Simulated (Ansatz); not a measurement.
# CH4N2OSi: the cost of one run

Program: Ansatz 0.2.0 through its Python package. Level of theory: r2SCAN/def2-SVP. These are calculated values, not measurements.

**1. The structure**

Bond lengths: N1–C2 1.328 Å, C2–N3 1.258 Å, C2–Si4 1.698 Å, N3–Si4 1.761 Å, Si4–O5 1.707 Å, N1–H6 1.042 Å, N1–H7 1.036 Å, Si4–H8 1.461 Å, O5–H9 0.948 Å. Angles: N1–C2–N3 137.5°, N1–C2–Si4 151.1°, N3–C2–Si4 71.3°, C2–N1–H6 113.7°, C2–N1–H7 116.8°, H6–N1–H7 108.3°, C2–N3–Si4 66.0°, C2–Si4–N3 42.6°, C2–Si4–O5 120.4°, C2–Si4–H8 122.5°, N3–Si4–O5 98.5°, N3–Si4–H8 107.4°, O5–Si4–H8 110.1°, Si4–O5–H9 106.3°.

The script holds or builds the structure itself.

**2. Script**

File ch4n2osi.py:

```python
# -*- coding: utf-8 -*-
'''Geometry optimisation of CH4N2OSi.'''

import itertools

import ansatz
from ase.data import atomic_numbers, covalent_radii
import numpy as np

molecule = (
    ansatz.Crystal.molecule()
    .atom('N', (0.6353, 1.0019, 1.4846))
    .atom('C', (0.387, 0.2296, 0.4328))
    .atom('N', (0.8439, 0.0699, -0.7287))
    .atom('Si', (-0.4328, -1.0642, -0.3003))
    .atom('O', (-1.4715, -0.787, -1.6263))
    .atom('H', (1.1678, 1.8666, 1.2523))
    .atom('H', (-0.1768, 1.2684, 2.0703))
    .atom('H', (0.1324, -2.4088, -0.3793))
    .atom('H', (-0.9969, -0.2227, -2.2224))
)

model = molecule.calculation().basis(gaussian='def2-SVP').functional('r2SCAN').scf(lower_state_search='off')
symbols = [site.symbol for site in molecule.cartesian_sites]
start = np.array([site.position_ang for site in molecule.cartesian_sites], dtype=float)
def progress(event):
    if event['event'] == 'relax_step':
        row = event['data']
        print(f'step {row["step"]:3d}  E = {row["lagrangian_ev"]:.6f} eV  largest force component {row["allowed_force_max_ev_ang"]:.4f} eV/A')


data = model.relax(force_tolerance=0.02).session().plan().execute(on_event=progress).report
end = np.array(data['positions_ang'])

print('reference energy %16.6f eV' % data['reference_energy_ev'])
print('total energy     %16.6f eV' % data['free_energy_ev'])
print('occupied orbitals outside the frozen core (up, down):', data['n_occupied'], ' frozen:', data['n_frozen'], ' virtual:', data['n_virtual'])

# pairs closer than 1.2 times the sum of covalent radii, before or after
radius = [covalent_radii[atomic_numbers[s]] for s in symbols]
span = lambda where, i, j: np.linalg.norm(where[i] - where[j])
bonded = [(i, j) for i, j in itertools.combinations(range(len(symbols)), 2) if min(span(start, i, j), span(end, i, j)) < 1.2 * (radius[i] + radius[j])]
print('pair        before    after (A)')
for i, j in bonded:
    print(f'{symbols[i]}{i}-{symbols[j]}{j}'.ljust(10), f'{span(start, i, j):8.4f} {span(end, i, j):8.4f}')

charges = data['charge_distribution']
print('dipole moment', round(4.803205 * float(np.linalg.norm(charges['dipole_moment_e_ang'])), 3), 'D')
print('Mulliken:', [(s, round(q, 3)) for s, q in zip(symbols, charges['mulliken_charges_e'])])
with open('ch4n2osi_opt.xyz', 'w') as handle:
    handle.write(f'{len(symbols)}\nrelaxed CH4N2OSi\n')
    handle.writelines(f'{s:2s} {x:11.6f} {y:11.6f} {z:11.6f}\n' for s, (x, y, z) in zip(symbols, end))
```

**3. The calls as engine input**

The package turns the script's settings into the engine's input:

```yaml
crystal:
  periodic: [false, false, false]
  atoms:
    - { symbol: "N", position_ang: [0.6353, 1.0019, 1.4846] }
    - { symbol: C, position_ang: [0.387, 0.2296, 0.4328] }
    - { symbol: "N", position_ang: [0.8439, 0.0699, -0.7287] }
    - { symbol: Si, position_ang: [-0.4328, -1.0642, -0.3003] }
    - { symbol: O, position_ang: [-1.4715, -0.787, -1.6263] }
    - { symbol: H, position_ang: [1.1678, 1.8666, 1.2523] }
    - { symbol: H, position_ang: [-0.1768, 1.2684, 2.0703] }
    - { symbol: H, position_ang: [0.1324, -2.4088, -0.3793] }
    - { symbol: H, position_ang: [-0.9969, -0.2227, -2.2224] }
basis:
  gaussian:
    orbitals: def2-SVP
hamiltonian:
  xc: r2scan
scf:
  lower_state_search: "off"
relax:
  f_tol: 0.02
```

**4. Running it**

Started as:

```
python ch4n2osi.py
```

Q: Estimate wall time and peak memory on 1 thread of Arm Neoverse N1, shared host.

About 82 s, with a peak of 0.22 GiB.
